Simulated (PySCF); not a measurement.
# ZrOBr₂: singlet, from a PBE minimum start

Where does singlet ZrOBr₂ go from a PBE minimum start, is the end point a minimum, and what are its modes, charges and moments?

Method: PBE, basis Zr def2-SVP with ECP28, O def2-SVP, Br def2-SVP, scalar-relativistic core potentials, no spin–orbit coupling, density fitting; program: PySCF 2.14.0.

### Step 1. Where the work starts

4 atoms, charge 0, spin multiplicity 1.

Bond lengths: Zr1–O2 1.745 Å, Zr1–Br3 2.533 Å, Zr1–Br4 2.533 Å. Angles: O2–Zr1–Br3 111.4°, O2–Zr1–Br4 111.4°, Br3–Zr1–Br4 119.7°.

```xyz
4
charge 0 multiplicity 1
Zr   -0.2653   -0.4594   -0.4388
O    -1.1246   -1.9478   -0.1381
Br    2.1620   -0.6365    0.2637
Br   -1.6322    1.5542    0.2637
```

### Step 2. Finding the electronic state

The steps below are one call of a driver around PySCF. For each, scf.py gives the equivalent set-up of the SCF; relaxations use the driver's own optimiser. After this first run the driver tries any further starts and a stability analysis.

scf.py reads:

```python
from pyscf import gto, scf, dft
mol = gto.M(atom='''
Zr    -0.265256    -0.459415    -0.438778
O     -1.124584    -1.947752    -0.138113
Br     2.162016    -0.636509     0.263740
Br    -1.632181     1.554168     0.263745''',
    basis={'Zr': 'def2-SVP', 'O': 'def2-SVP', 'Br': 'def2-SVP'},
    ecp={'Zr': 'def2-SVP'},
    charge=0, spin=0)
mf = dft.RKS(mol, xc='PBE')
mf.grids.atom_grid = (50, 194)
aux = {'Zr': 'def2-universal-JKFIT', 'O': 'def2-universal-JKFIT', 'Br': 'def2-universal-JKFIT'}
mf = mf.density_fit(auxbasis=aux)
mf.conv_tol = 1e-08
mf.diis_space = 10
mf.max_cycle = 60
mf.init_guess = 'minao'
mf.verbose = 4
mf.kernel()
```

Command:

```console
OMP_NUM_THREADS=2 python axn.py task.json out
```

The log of the run, cut to the lines that bear on the results:

```text
[... the frontier levels of the middle cycles are left out ...]
init E= -5261.21521094795
  HOMO = -0.456856285125098  LUMO = -0.44405570862181  gap/eV = 0.34832
cycle= 1 E= -5265.92463089432  delta_E= -4.71  |g|= 3.55  |ddm|= 5.03
  HOMO = 0.112296223240278  LUMO = 0.136873072568879  gap/eV = 0.66877
cycle= 2 E= -5249.89845692716  delta_E=   16  |g|= 6.96  |ddm|= 12.2
  HOMO = -0.348939032784796  LUMO = -0.0522400659000724  gap/eV = 8.07359
cycle= 3 E= -5267.63326723608  delta_E= -17.7  |g|= 2.39  |ddm|= 10.9
cycle= 4 E= -5261.61324020164  delta_E= 6.02  |g|= 4.11  |ddm|=  4.6
cycle= 5 E= -5269.0321027754  delta_E= -7.42  |g|= 0.925  |ddm|= 3.91
cycle= 6 E= -5269.2136219169  delta_E= -0.182  |g|= 0.565  |ddm|= 1.14
cycle= 7 E= -5269.23166527862  delta_E= -0.018  |g|= 0.418  |ddm|= 0.508
cycle= 8 E= -5269.24961646518  delta_E= -0.018  |g|= 0.297  |ddm|= 0.192
cycle= 9 E= -5269.264005362  delta_E= -0.0144  |g|= 0.161  |ddm|= 0.156
cycle= 10 E= -5269.26992974599  delta_E= -0.00592  |g|= 0.0185  |ddm|= 0.118
cycle= 11 E= -5269.27002588893  delta_E= -9.61e-05  |g|= 0.00834  |ddm|= 0.0288
cycle= 12 E= -5269.27004323696  delta_E= -1.73e-05  |g|= 0.00137  |ddm|= 0.0073
cycle= 13 E= -5269.27004378879  delta_E= -5.52e-07  |g|= 0.000358  |ddm|= 0.00157
cycle= 14 E= -5269.27004381122  delta_E= -2.24e-08  |g|= 0.000203  |ddm|= 0.000534
cycle= 15 E= -5269.27004382227  delta_E= -1.1e-08  |g|= 3.32e-05  |ddm|= 0.00022
cycle= 16 E= -5269.2700438226  delta_E= -3.29e-10  |g|= 6.09e-06  |ddm|= 4.67e-05
  HOMO = -0.262164488872368  LUMO = -0.154311187344509  gap/eV = 2.93484
Extra cycle  E= -5269.27004382258  delta_E= 1.82e-11  |g|= 1.26e-05  |ddm|= 2.15e-05
converged SCF energy = -5269.27004382258
```

This step, with its further starts and checks, needed 19 s of wall time on 2 threads of Intel Xeon Platinum 8375C at 2.90GHz (Ice Lake), shared host.

The test of internal stability found no lower closed-shell solution.

### Step 3. Relaxing the singlet from the PBE minimum start

The program finds Cs symmetry in the start, which this walk keeps.

scf.py: that of step 2 with these lines changed.

```diff
@@ -3,4 +3,4 @@
-Zr    -0.265256    -0.459415    -0.438778
-O     -1.124584    -1.947752    -0.138113
-Br     2.162016    -0.636509     0.263740
-Br    -1.632181     1.554168     0.263745''',
+Zr    -0.265173    -0.459273    -0.438668
+O     -1.124502    -1.947609    -0.138003
+Br     2.162098    -0.636366     0.263850
+Br    -1.632099     1.554310     0.263855''',
@@ -17 +16,0 @@
-mf.init_guess = 'minao'
```

Energy and gradient, step by step:

```
step   energy (Eh)  change (kJ/mol)  largest symmetric gradient (Eh/bohr)
   0  -5269.270044             0.00                               0.00031
   1  -5269.270044             0.00                               0.00009
```

The walk took 6.5 s.

End point (Cs, 1 steps, 0.0 kJ/mol gained): Zr–Br 2.533 Å (×2), Zr–O 1.744 Å; Br–Zr–Br 119.7°, Br–Zr–O 111.4° (×2).

### Step 4. Frequencies

The point is checked on the finer grid, and tightened if its gradient asks for it. The Hessian and the dipole derivatives come from central differences of analytic gradients, with steps of 0.02 bohr.

scf.py: that of step 3 with these lines changed.

```diff
@@ -3,4 +3,4 @@
-Zr    -0.265173    -0.459273    -0.438668
-O     -1.124502    -1.947609    -0.138003
-Br     2.162098    -0.636366     0.263850
-Br    -1.632099     1.554310     0.263855''',
+Zr    -0.263877    -0.457027    -0.438386
+O     -1.123081    -1.945148    -0.137270
+Br     2.163278    -0.640389     0.262964
+Br    -1.636173     1.553321     0.262969''',
@@ -11 +11 @@
-mf.grids.atom_grid = (50, 194)
+mf.grids.atom_grid = (75, 302)
@@ -14 +14 @@
-mf.conv_tol = 1e-08
+mf.conv_tol = 1e-10
```

This SCF starts from the last density.

SCF at the final geometry:

```text
init E= -5269.27030649022
  HOMO = -0.262139292456787  LUMO = -0.15432152222582  gap/eV = 2.93387
cycle= 1 E= -5269.27030649022  delta_E= 6.37e-12  |g|= 1.16e-05  |ddm|= 1.27e-05
  HOMO = -0.262138671513346  LUMO = -0.154323978750023  gap/eV = 2.93379
cycle= 2 E= -5269.2703064896  delta_E= 6.2e-10  |g|= 5.38e-05  |ddm|= 4.82e-05
  HOMO = -0.262139216171212  LUMO = -0.15432241627135  gap/eV = 2.93384
cycle= 3 E= -5269.27030649025  delta_E= -6.51e-10  |g|= 5e-06  |ddm|= 3.7e-05
  HOMO = -0.262139213876069  LUMO = -0.15432209370881  gap/eV = 2.93385
cycle= 4 E= -5269.27030649023  delta_E= 2e-11  |g|= 3.04e-07  |ddm|= 6.11e-06
  HOMO = -0.262139188264361  LUMO = -0.154322087512159  gap/eV = 2.93385
Extra cycle  E= -5269.27030649024  delta_E= -9.09e-12  |g|= 4.68e-07  |ddm|= 6.79e-07
converged SCF energy = -5269.27030649024
```

The whole step took 1.7 min.

Geometry: Cs; Zr–Br 2.533 Å (×2), Zr–O 1.745 Å; Br–Zr–Br 120.0°, Br–Zr–O 111.2° (×2).

Harmonic modes (main isotopes):

```csv
symmetry,ω (cm⁻¹),IR (km/mol),type
a',44,14.5,bend
a',95,19.3,bend
a'',176,0.0,bend
a',246,16.2,stretch
a'',322,80.3,mixed
a',949,160,stretch
```

No imaginary mode, so this is a minimum.

Properties at this point:

```yaml
Dipole_moment: 3.64 D
Highest_occupied_level: -7.13 eV
Lowest_empty_level: -4.20 eV
Rotational_constants: 0.09467, 0.02185, 0.01821 cm⁻¹
Zero-point_energy: 10.9 kJ/mol
Principal_polarisabilities: 48.5, 70.9, 97.6 bohr³
Atomisation_energy_without_zero-point_energy: 1721 kJ/mol
Principal_traceless_quadrupole_moments_about_the_centre_of_mass: -9.16, -5.80, 14.97 D Å
Entropy_at_298.15_K_and_1_bar: 363.9 J/(mol K)
Heat_capacity_Cp_at_298.15_K: 73.6 J/(mol K)
Enthalpy_at_298.15_K_above_0_K: 18.12 kJ/mol
Rotational_symmetry_number: 1
```

Charges (e) and bond orders:

```csv
atom,Mulliken,Löwdin,polar tensor,Mayer order to Zr1
Zr1,0.75,-0.10,1.83,–
O2,-0.25,-0.10,-0.77,2.43
"Br3,4",-0.25,0.10,-0.53,1.22
```

Mulliken populations on Zr1 (outside its core potential): s 2.27, p 6.40, d 2.48, f 0.10.

### Step 5. Would spin polarisation lower it?

At the lowest minimum the closed shell is tested against spin polarisation, on the (50, 194) grid. It is stable.

### Step 6. Results

```
                                 quantity                                                                   value
                                  minimum                                                             singlet, Cs
                                 geometry  Zr–Br 2.533 Å (×2), Zr–O 1.745 Å; Br–Zr–Br 120.0°, Br–Zr–O 111.2° (×2)
                       wavenumbers (cm⁻¹)              44 (a'), 95 (a'), 176 (a''), 246 (a'), 322 (a''), 949 (a')
                            dipole moment                                                                  3.64 D
     highest occupied, lowest empty level                                                         -7.13, -4.20 eV
               polar-tensor charge of Zr1                                                                 +1.83 e
                        zero-point energy                                                             10.9 kJ/mol
                      entropy at 298.15 K                                                         363.9 J/(mol K)
atomisation energy (no zero-point energy)                                                             1721 kJ/mol
```

**Reading.** The molecule stays Cs, as typed, and the end point is a minimum. In the infrared the band at 949 cm⁻¹ (a', stretch) leads. Other starts or spin states, not run here, may lie lower.

The search up to here needed 2.2 min of wall time on 2 threads of Intel Xeon Platinum 8375C at 2.90GHz (Ice Lake), shared host.
